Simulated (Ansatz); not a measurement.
# Sr (bcc type): how the settings move a single-point run

Aim: see which settings change the result for Sr (bcc type), by how much, and at what cost.

Method: reference: DFT, PBEsol, PAW with Ansatz's default frozen-core files, scalar-relativistic, in Ansatz 0.2.0.

1 further run of the same task is left out (set aside as unsound or not needed). Runs told in other sessions of the task aren't counted.

### Step 1. Starting point

It takes space group Im-3m (No. 229, cubic). The conventional cell has a = 3.448 Å, b = 3.448 Å, c = 3.448 Å, α = 90.00°, β = 90.00°, γ = 90.00°. Sr (site symmetry m-3m) has 8 Sr at 2.99 Å in its first shell of neighbours.

Structure file:

```
Sr
1.0
    -1.72380    1.72380    1.72380
     1.72380   -1.72380    1.72380
     1.72380    1.72380   -1.72380
Sr
1
Direct
  0.00000 0.00000 0.00000
```

### Step 2. The reference run

The input, input.yaml:

```yaml
crystal:
  lattice:
    - [-1.7238033781, 1.7238033781, 1.7238033781]
    - [1.7238033781, -1.7238033781, 1.7238033781]
    - [1.7238033781, 1.7238033781, -1.7238033781]
  atoms:
    - { symbol: Sr, position: [0.0, 0.0, 0.0] }
kpoints:
  mp_grid: { grid: [11, 11, 11] }
  band_path:
    path:
      - [0.0, 0.0, 0.0]
      - [0.5, -0.5, 0.5]
      - [0.0, 0.0, 0.5]
      - [0.0, 0.0, 0.0]
      - [0.25, 0.25, 0.25]
      - [0.5, -0.5, 0.5]
      - [0.25, 0.25, 0.25]
      - [0.0, 0.0, 0.5]
    npoints: 8
scf:
  occupations: { method: fermi_dirac, width: 0.08 }
hamiltonian:
  xc: pbesol
  pseudopotentials: { kind: paw }
output:
  forces: true
  stress: true
  eigenvalues: true
  populations: true
  dos: { projected: true, de: 0.2, e_range: [-14, 8] }
  write_density: true
  write_potential: true
  elf: true
  volumetric_format: npy
```

Command:

```sh
$ ansatz run input.yaml --threads 1 --pin off --max-ram 2048MiB --backend cpu --events-out ev --progress --plain --runs-dir out
```

### Step 3. Variant: starting moments, n_extra_bands 32, xc lda, spin_polarized true

Changes to input.yaml since step 2:

```diff
@@ -6,3 +6,3 @@
   atoms:
-    - { symbol: Sr, position: [0.0, 0.0, 0.0] }
+    - { symbol: Sr, position: [0.0, 0.0, 0.0], spin: -0.5 }
 kpoints:
@@ -22,4 +22,5 @@
   occupations: { method: fermi_dirac, width: 0.08 }
+  n_extra_bands: 32
 hamiltonian:
-  xc: pbesol
+  xc: lda
   pseudopotentials: { kind: paw }
@@ -30,3 +31,2 @@
   populations: true
-  dos: { projected: true, de: 0.2, e_range: [-14, 8] }
   write_density: true
@@ -35 +35,3 @@
   volumetric_format: npy
+magnetization:
+  spin_polarized: true
```

**Question.** What will these runs give? Wanted: for each run, ending; energy change; pressure; gap; force.

As calculated:

| run | ending | energy change | pressure (GPa) | gap (eV) | force (eV/Å) | cycles | time |
| --- | --- | --- | --- | --- | --- | --- | --- |
| reference | converged | - | 43.2 | 0.00 | 0.00 | 6 | 1.7 s |
| 1: starting moments, n_extra_bands 32, xc lda, spin_polarized true | converged | not comparable | 40.3 | 0.00 | 0.00 | 12 | 12 s |

Times don't compare one to one where runs were asked for different outputs or read a saved state (see the inputs); cycles may leave out searches for a lower state.

Residual by cycle in the longest SCF loop of each run; runs are numbered as in the table. The quantity is the density residual dr2, in eV.

| cycle | reference | run 1 |
| --- | --- | --- |
| 1 | 0.0079 | 0.186 |
| 2 | 4.6e-4 | 0.0504 |
| 3 | 1.2e-5 | 5.7e-4 |
| 4 | 9.4e-7 | 7.6e-5 |
| 5 | 4.2e-9 | 4.2e-7 |
| 6 | 6.2e-11 | 1.8e-7 |
| 7 | - | 3.9e-9 |
| 8 | - | 7.4e-10 |
| 9 | - | 5.6e-10 |
| 10 | - | 2.8e-10 |
| 11 | - | 5.4e-10 |
| 12 | - | 9.5e-11 |

Total energies don't compare across a change of functional; the pressure goes from 43.2 to 40.3 GPa. The spin polarisation changed too. The structure is not at rest: the sound run finds 43 GPa, so these are no properties of the relaxed crystal. 
